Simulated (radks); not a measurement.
# Ar⁺ in [Ne] 3p5 4s2: an all-electron calculation

What are the levels of the argon ion Ar+, how large are its shells, and how does its energy divide?

Method: Dirac Kohn-Sham, B86b exchange with PBE correlation, spin-unpolarised, spherical densities, finite nucleus; open shells fill j = l - 1/2 first. Code: radks (a radial shooting solver on a logarithmic mesh, Libxc functionals) version 1.

## 1. The atom as given

| Property | Result |
| --- | --- |
| element | argon (Z = 18) |
| charge | +1 |
| electrons | 17 |
| configuration | [Ne] 3p5 4s2 |
| nuclear rms radius | 3.4274 fm |

## 2. The run

The run's settings:

```text
Z 18
configuration [Ne] 3p5 4s2
relativity Dirac
functional b86_mgc,pbe
spin unpolarised
j_filling energy
nucleus finite rms 3.4274 fm
c 137.035999084
```

What does the calculation give?

The runs gave:

| quantity | value |
| --- | --- |
| total energy | -526.22959 hartree |
| exchange-correlation share of it | 5.68 % |
| −T/E | 1.0061 |
| highest occupied level | 4s1/2, -10.077 eV |
| most extended occupied level | 4s1/2, <r> = 3.56 bohr |
| radius at density 0.001 e/bohr³ | 4.87 bohr |
| maxima of the radial density | 3 |

4 principal shells are occupied and 3 maxima appear in the radial density; where shells overlap, one shows as a shoulder or not at all. −T/E is 1.006: with relativity the kinetic term as defined here no longer equals −E. This is not the tabulated ground configuration, so its levels and sizes aren't those of the ground state, and no measured value stands beside it.
